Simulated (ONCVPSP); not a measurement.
# Pseudopotential generation for zinc: ONCV, PBE

Do these settings give a usable potential? It is generated, then checked for transferability, scattering, ghosts and hardness.

The numbers are computed with ONCVPSP 4.0.1.1 (patched build) (PBE, scalar-relativistic, spin-unpolarised reference atom).

## 1. The atom and the settings

The settings as typed:

```json
{"element": "zinc (Zn, Z = 30)", "type": "optimised norm-conserving Vanderbilt (ONCV)", "frozen core": "[Ne]", "valence charge": "20", "reference configuration": "3s2 3p6 3d10 4s1.75 4p0.25", "partial waves": "3s+4s: rc 0.90 bohr, ncon 3, nbas 7, qcut 11.8 1/bohr, 2 projectors; 3p+4p: rc 1.00 bohr, ncon 3, nbas 7, qcut 15.3 1/bohr, 2 projectors; 3d: rc 0.80 bohr, ncon 4, nbas 9, qcut 18.4 1/bohr, 2 projectors, debl 3.8 Ha", "local potential": "polynomial inside 0.80 bohr (lpopt 5, dvloc0 4 Ha)", "core correction": "Teter function fitted to the true core (icmod 2), fcfact 0.65"}
```

An earlier all-electron run gives the scale for the radii.

All-electron outer shells of the reference configuration (PBE, scalar-relativistic, ld1.x):

```csv
shell,level (eV),outermost node (bohr),outermost maximum (bohr)
2s,-1158.92,0.07,0.19
2p,-1004.62,–,0.15
3s,-129.85,0.28,0.59
3p,-84.02,0.25,0.59
3d,-10.75,–,0.57
4s,-6.38,0.85,2.09
4p,-1.41,0.92,3.04
```

## 2. The generation run

The input, Zn.dat:

```
# ATOM AND REFERENCE CONFIGURATION
# atsym  z   nc   nv     iexc    psfile
  Zn 30.00    3    5        4      upf
#
#   n    l    f
    1    0    2.00
    2    0    2.00
    2    1    6.00
    3    0    2.00
    3    1    6.00
    3    2   10.00
    4    0    1.75
    4    1    0.25
#
# PSEUDOPOTENTIAL AND OPTIMIZATION
# lmax
    2
#
#   l,   rc,      ep,       ncon, nbas, qcut
    0    0.90    0.00    3    7   11.80
    1    1.00    0.00    3    7   15.30
    2    0.80    0.00    4    9   18.40
#
# LOCAL POTENTIAL
# lloc, lpopt,  rc(5),   dvloc0
    4    5    0.80    4.00
#
# VANDERBILT-KLEINMAN-BYLANDER PROJECTORs
# l, nproj, debl
    0    2    0.40
    1    2    3.10
    2    2    3.80
#
# MODEL CORE CHARGE
# icmod, fcfact, rcfact
    2    0.65    0.70
#
# LOG DERIVATIVE ANALYSIS
# epsh1, epsh2, depsh
   -6.00    5.00    0.04
#
# OUTPUT GRID
# rlmax, drl
    6.00    0.01
#
# TEST CONFIGURATIONS
# ncnf
    4
# nvcnf
#   n    l    f
    5
    3    0    2.00
    3    1    6.00
    3    2   10.00
    4    0    2.00
    4    1    0.00
#
    5
    3    0    2.00
    3    1    6.00
    3    2   10.00
    4    0    1.00
    4    1    0.00
#
    5
    3    0    2.00
    3    1    6.00
    3    2   10.00
    4    0    0.00
    4    1    0.00
#
    5
    3    0    2.00
    3    1    6.00
    3    2   10.00
    4    0    1.00
    4    1    1.00
#
```

The run is started by

```sh
$ oncvpsp.x < Zn.dat > Zn.out
```

Before running it: what results should come out? Wanted: cutoffs for 1 and 0.1 mHa per electron, occupied waves; bound ghosts; GHOST(+) flags; largest test error; largest phase difference near zero energy, channels read; rms error of d²Exc/dn², without and with the model core.

The runs gave:

| quantity | value |
| --- | --- |
| cutoffs for 1 and 0.1 mHa per electron, occupied waves | 138 Ha and 154 Ha |
| bound ghosts | none found |
| GHOST(+) flags | none at low energy |
| largest test error (AE − PS) | -0.3 meV, for 3s2 3p6 3d10 4s1 4p0 (1 test unsolved) |
| largest phase difference near zero energy, channels read | 0.000 rad |
| rms error of d²Exc/dn², without and with the model core | 1.37 and 1.12 mHa |

The worst unpolarised test, 3s2 3p6 3d10 4s1 4p0, is off by 0.3 meV on 8.7 eV; by total energies transferability rates as very good where solved. Of the tests 1 gave no usable energy difference, which is a warning in itself. It counts as very hard, with 138 Ha needed at the looser tolerance. At the looser tolerance the 3d wave is the slowest; 3s needs 56 Ha. No bound ghost shows below the valence levels. Near zero energy the phases of the channels with partial waves agree within 0.001 rad.
